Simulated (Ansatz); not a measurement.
# One shape, several levels: CH5Ge (SMILES [CH3][GeH2])

Aim: a comparison of 4 runs (UHF/3-21G, UPBE0/STO-3G, UB3LYP/6-31G*, UBCCD/6-31G) of CH5Ge. 

The results are computed with Ansatz 0.2.0.

3 further runs of the same task are left out: 1 that didn't finish, 2 set aside as unsound or not needed.

### Step 1. The system as given

The species is CH5Ge (7 atoms), meant as a doublet with charge 0. As SMILES, `[CH3][GeH2]`. The coordinates come from a PBE0-D4/def2-TZVP relaxation.

Bond lengths: C1–Ge2 1.960 Å, C1–H3 1.090 Å, C1–H4 1.090 Å, C1–H5 1.093 Å, Ge2–H6 1.546 Å, Ge2–H7 1.546 Å. Angles: C1–Ge2–H6 111.3°, C1–Ge2–H7 111.3°, Ge2–C1–H3 110.3°, Ge2–C1–H4 110.3°, Ge2–C1–H5 109.7°, H6–Ge2–H7 109.5°, H3–C1–H4 109.0°, H3–C1–H5 108.8°, H4–C1–H5 108.8°.

### Step 2. Energy and gradient at UHF/3-21G (run 1)

The input, molecule.yaml:

```yaml
crystal:
  periodic: [false, false, false]
  atoms:
    - {symbol: C, position_ang: [-0.247600, -0.809300, -0.206400]}
    - {symbol: Ge, position_ang: [0.396000, 0.824800, 0.663000]}
    - {symbol: H, position_ang: [-1.153200, -1.166400, 0.283800]}
    - {symbol: H, position_ang: [0.513100, -1.588100, -0.157000]}
    - {symbol: H, position_ang: [-0.473200, -0.603400, -1.255600]}
    - {symbol: H, position_ang: [-0.673100, 1.940800, 0.621200]}
    - {symbol: H, position_ang: [1.699200, 1.333700, 0.005300]}
basis:
  gaussian:
    orbitals: 3-21G-spherical.json
magnetization:
  spin_polarized: true
  initial_magnetization: 1
hamiltonian:
  xc: hf
accuracy: high
output: {forces: true, orbitals: {seedname: orbitals}}
```

The basis set 3-21G is read from a file made from the Basis Set Exchange's data (not shown).

Run with:

```sh
$ ansatz run molecule.yaml --threads 1 --pin off --max-ram 2610MiB --events-out events.jsonl --progress --plain --runs-dir runs
```

Output:

```text
Warning: RAYON_NUM_THREADS=1 ignored (pool sized by the plan → 1); use --threads N
Functional definition: HF
  name "HF"
  exchange = exact_x
  correlation = 0
770 factors; integrals over basis functions are off by at most 4.6e-9 eV
mean field evaluation 1: about -57302.2295 eV, gradient 1.2e1 eV
mean field evaluation 2: about -57302.3833 eV, gradient 1.2e1 eV
mean field evaluation 4: about -57303.2885 eV, gradient 1.3e0 eV
mean field evaluation 8: about -57303.3094 eV, gradient 1.3e-3 eV
mean field evaluation 16: about -57303.3094 eV, gradient 1.2e-8 eV
mean field -57303.30941115 eV, -2105.8577792815 hartree, gradient 1.3e-8 eV, S^2 0.752720; 0 other end points of the search recorded, 0 dependent functions left out
the calculation of the forces begins
reference -57303.30941115 eV, -2105.8577792815 hartree; 22, 21 occupied and 19, 20 virtual orbitals, 770 factors
Total energy: -57303.30941115 eV, -2105.8577792815 hartree
Atom 0 at    -0.247600    -0.809300    -0.206400 Å, force    -0.068349    -0.129232    -0.111893 eV/Å
Atom 1 at     0.396000     0.824800     0.663000 Å, force     0.049474     0.219955    -0.026109 eV/Å
Atom 2 at    -1.153200    -1.166400     0.283800 Å, force     0.217609     0.012698    -0.170948 eV/Å
Atom 3 at     0.513100    -1.588100    -0.157000 Å, force    -0.236889     0.125760    -0.049468 eV/Å
Atom 4 at    -0.473200    -0.603400    -1.255600 Å, force     0.024590    -0.175065     0.256709 eV/Å
Atom 5 at    -0.673100     1.940800     0.621200 Å, force     0.012178    -0.029204     0.049706 eV/Å
Atom 6 at     1.699200     1.333700     0.005300 Å, force     0.001387    -0.024911     0.052004 eV/Å
Dipole moment:    -0.034086    -0.134746     0.001819 e Å
```

Wall time 1.7 s (1 thread of Arm Neoverse V1, shared host); peak memory 0.1 GiB.

### Step 3. Energy and forces at UPBE0/STO-3G (run 2)

The input, input.yaml:

```yaml
crystal:
  periodic: [false, false, false]
  atoms:
    - symbol: C
      position_ang: [-0.247600, -0.809300, -0.206400]
    - symbol: Ge
      position_ang: [0.396000, 0.824800, 0.663000]
    - symbol: H
      position_ang: [-1.153200, -1.166400, 0.283800]
    - symbol: H
      position_ang: [0.513100, -1.588100, -0.157000]
    - symbol: H
      position_ang: [-0.473200, -0.603400, -1.255600]
    - symbol: H
      position_ang: [-0.673100, 1.940800, 0.621200]
    - symbol: H
      position_ang: [1.699200, 1.333700, 0.005300]
basis:
  gaussian:
    orbitals: STO-3G
magnetization:
  spin_polarized: true
  initial_magnetization: 1
hamiltonian:
  xc: pbe0
accuracy: high
output: {forces: true, orbitals: {seedname: orbitals}}
```

Run with:

```sh
$ ansatz run input.yaml --threads 1 --pin off --max-ram 2610MiB --events-out events.jsonl --progress --plain --runs-dir runs
```

Output (excerpt; [...] marks lines left out):

```text
Warning: RAYON_NUM_THREADS=1 ignored (pool sized by the plan → 1); use --threads N
Functional definition: PBE0
  name "PBE0"
[...]
424 factors; integrals over basis functions are off by at most 3.1e-9 eV
[...]
mean field -56963.63760359 eV, -2093.3750705915 hartree, gradient 5.2e-8 eV, S^2 0.751172; 0 other end points of the search recorded, 0 dependent functions left out
[...]
reference -56963.63760519 eV, -2093.3750706502 hartree; 22, 21 occupied and 6, 7 virtual orbitals, 424 factors
Total energy: -56963.63760519 eV, -2093.3750706502 hartree
Atom 0 at    -0.247600    -0.809300    -0.206400 Å, force     0.711581     1.889101     0.904090 eV/Å
Atom 1 at     0.396000     0.824800     0.663000 Å, force    -0.151067     1.028959    -1.596494 eV/Å
Atom 2 at    -1.153200    -1.166400     0.283800 Å, force    -0.137842    -0.153510    -0.016702 eV/Å
Atom 3 at     0.513100    -1.588100    -0.157000 Å, force     0.032822    -0.199534    -0.060770 eV/Å
Atom 4 at    -0.473200    -0.603400    -1.255600 Å, force    -0.071340    -0.124424    -0.153262 eV/Å
Atom 5 at    -0.673100     1.940800     0.621200 Å, force     1.589272    -1.676653    -0.000816 eV/Å
Atom 6 at     1.699200     1.333700     0.005300 Å, force    -1.973425    -0.763940     0.923954 eV/Å
Dipole moment:    -0.004829    -0.032714     0.013853 e Å
```

Run time: 4.2 s. Hardware: 1 thread of Arm Neoverse V1, shared host; peak memory 0.15 GiB.

### Step 4. Energy and gradient at UB3LYP/6-31G(d) (Cartesian functions) (run 3)

The input, input.yaml:

```yaml
basis:
  gaussian: {orbitals: "6-31G*"}
crystal:
  periodic: [false, false, false]
  atoms:
    - {symbol: C, position_ang: [-0.247600, -0.809300, -0.206400]}
    - {symbol: Ge, position_ang: [0.396000, 0.824800, 0.663000]}
    - {symbol: H, position_ang: [-1.153200, -1.166400, 0.283800]}
    - {symbol: H, position_ang: [0.513100, -1.588100, -0.157000]}
    - {symbol: H, position_ang: [-0.473200, -0.603400, -1.255600]}
    - {symbol: H, position_ang: [-0.673100, 1.940800, 0.621200]}
    - {symbol: H, position_ang: [1.699200, 1.333700, 0.005300]}
output: {forces: true, orbitals: {seedname: orbitals}}
hamiltonian: {xc: {name: B3LYP}}
accuracy: high
magnetization: {spin_polarized: true, initial_magnetization: 1}
```

Run with:

```sh
$ ansatz run input.yaml --threads 1 --pin off --max-ram 2610MiB --events-out events.jsonl --progress --plain --runs-dir runs
```

Output (excerpt; [...] marks lines left out):

```text
Warning: RAYON_NUM_THREADS=1 ignored (pool sized by the plan → 1); use --threads N
Functional definition: B3LYP
  name "B3LYP"
[...]
1255 factors; integrals over basis functions are off by at most 4.6e-9 eV
[...]
mean field -57629.24689736 eV, -2117.8357609713 hartree, gradient 8.0e-8 eV, S^2 0.750958; 0 other end points of the search recorded, 0 dependent functions left out
[...]
reference -57629.24693351 eV, -2117.8357623001 hartree; 22, 21 occupied and 38, 39 virtual orbitals, 1255 factors
Total energy: -57629.24693351 eV, -2117.8357623001 hartree
Atom 0 at    -0.247600    -0.809300    -0.206400 Å, force    -0.075423    -0.165629    -0.107785 eV/Å
Atom 1 at     0.396000     0.824800     0.663000 Å, force     0.083692     0.051341     0.272949 eV/Å
Atom 2 at    -1.153200    -1.166400     0.283800 Å, force    -0.081554    -0.040620     0.044116 eV/Å
Atom 3 at     0.513100    -1.588100    -0.157000 Å, force     0.067900    -0.080480     0.006037 eV/Å
Atom 4 at    -0.473200    -0.603400    -1.255600 Å, force    -0.021527     0.015173    -0.098131 eV/Å
Atom 5 at    -0.673100     1.940800     0.621200 Å, force    -0.106310     0.140031    -0.027246 eV/Å
Atom 6 at     1.699200     1.333700     0.005300 Å, force     0.133223     0.080184    -0.089941 eV/Å
Dipole moment:    -0.064660    -0.150854    -0.100116 e Å
```

Wall time 8.7 s (1 thread of Arm Neoverse V1, shared host); peak memory 0.24 GiB.

### Step 5. Energy and gradient at UBCCD/6-31G (run 4)

The input, molecule.yaml:

```yaml
crystal:
  periodic: [false, false, false]
  atoms:
    - symbol: C
      position_ang: [-0.247600, -0.809300, -0.206400]
    - symbol: Ge
      position_ang: [0.396000, 0.824800, 0.663000]
    - symbol: H
      position_ang: [-1.153200, -1.166400, 0.283800]
    - symbol: H
      position_ang: [0.513100, -1.588100, -0.157000]
    - symbol: H
      position_ang: [-0.473200, -0.603400, -1.255600]
    - symbol: H
      position_ang: [-0.673100, 1.940800, 0.621200]
    - symbol: H
      position_ang: [1.699200, 1.333700, 0.005300]
basis:
  gaussian:
    orbitals: 6-31G-spherical.json
hamiltonian:
  pseudopotentials: {relativity: none}
magnetization:
  spin_polarized: true
  initial_magnetization: 1
scf:
  lower_state_search: full
correlation:
  method: bccd
  electrons: outside_noble_gas
  diis_vectors: 1
accuracy: high
output: {forces: true, orbitals: {seedname: orbitals}}
```

The basis set 6-31G is read from a file made from the Basis Set Exchange's data (not shown).

Run with:

```sh
$ ansatz run molecule.yaml --threads 1 --pin off --max-ram 2610MiB --events-out events.jsonl --progress --plain --runs-dir runs
```

Output (excerpt; [...] marks lines left out):

```text
Warning: RAYON_NUM_THREADS=1 ignored (pool sized by the plan → 1); use --threads N
[... 2 set-up lines as earlier in the session ...]
[...]
1009 factors; integrals over basis functions are off by at most 4.7e-9 eV
[...]
mean field -57572.30555400 eV, -2115.7432051991 hartree, gradient 1.7e-8 eV, S^2 0.752861; 3 other end points of the search recorded, 0 dependent functions left out
15 core orbitals not correlated: weight in the atoms' cores, before any rotation towards them, 0.997 or more for the frozen orbitals, at most 0.001 for the correlated occupied ones
reference -57572.30555400 eV, -2115.7432051991 hartree; 7, 6 occupied and 24, 25 virtual orbitals, 1009 factors
second order -3.78273100 eV of doubles, -0.00000000 eV of singles
cycle   1  -4.32830439 eV  change   -5.5e-1 eV  update   6.0e-2
[...]
cycle  27  -4.59972343 eV  change  -7.4e-10 eV  update  5.4e-10
[...]
Total energy: -57576.90527742 eV, -2115.9122419172 hartree
Atom 0 at    -0.247600    -0.809300    -0.206400 Å, force    -0.035812    -0.061165    -0.055804 eV/Å
Atom 1 at     0.396000     0.824800     0.663000 Å, force     0.148575     0.203828     0.372172 eV/Å
Atom 2 at    -1.153200    -1.166400     0.283800 Å, force    -0.292324    -0.167872     0.117142 eV/Å
Atom 3 at     0.513100    -1.588100    -0.157000 Å, force     0.206264    -0.296042    -0.013334 eV/Å
Atom 4 at    -0.473200    -0.603400    -1.255600 Å, force    -0.093569    -0.027135    -0.330464 eV/Å
Atom 5 at    -0.673100     1.940800     0.621200 Å, force    -0.245903     0.244948     0.027932 eV/Å
Atom 6 at     1.699200     1.333700     0.005300 Å, force     0.312769     0.103437    -0.117645 eV/Å
Dipole moment:    -0.047160    -0.128058    -0.055106 e Å
```

It took 8.4 s on 1 thread of Arm Neoverse V1, shared host; peak memory 0.22 GiB.

### Step 6. Overview of the runs

```
run                                level  Cartesian functions  lower state search   energy (Eh)  dipole moment (D)  HOMO energy (eV)  LUMO energy (eV)  wall time
  1                            UHF/3-21G                   no             default  -2105.857779               0.67             -8.32              1.35      1.7 s
  2                         UPBE0/STO-3G                   no             default  -2093.375071               0.17             -3.47              0.78      4.2 s
  3  UB3LYP/6-31G* (Cartesian functions)                  yes             default  -2117.835762               0.92             -5.47             -2.69      8.7 s
  4                          UBCCD/6-31G                   no                full  -2115.912242               0.71             -8.41              1.17      8.4 s
```

### Step 7. Outcome

```
                                                         quantity           value
                                              run 4: total energy  -2115.91224 Eh
                        run 4: dipole moment (correlated density)          0.71 D
run 4: HOMO energy (Hartree–Fock orbitals) (highest over α and β)        -8.41 eV
 run 4: LUMO energy (Hartree–Fock orbitals) (lowest over α and β)         1.17 eV
              run 4: correlation energy (15 core orbitals frozen)      -169.0 mEh
                         run 4: ⟨S²⟩ of the reference determinant           0.753
                                  run 4: largest force on an atom      0.450 eV/Å
```

In words: The dipole moment (its size) runs from 0.17 D (UPBE0/STO-3G) to 0.92 D (UB3LYP/6-31G*). The two ends differ in method and basis. Totals of different functionals can't be ranked against each other. In run 2 the basis is minimal, so the values are rough. All runs together took 23 s, the longest 8.7 s.
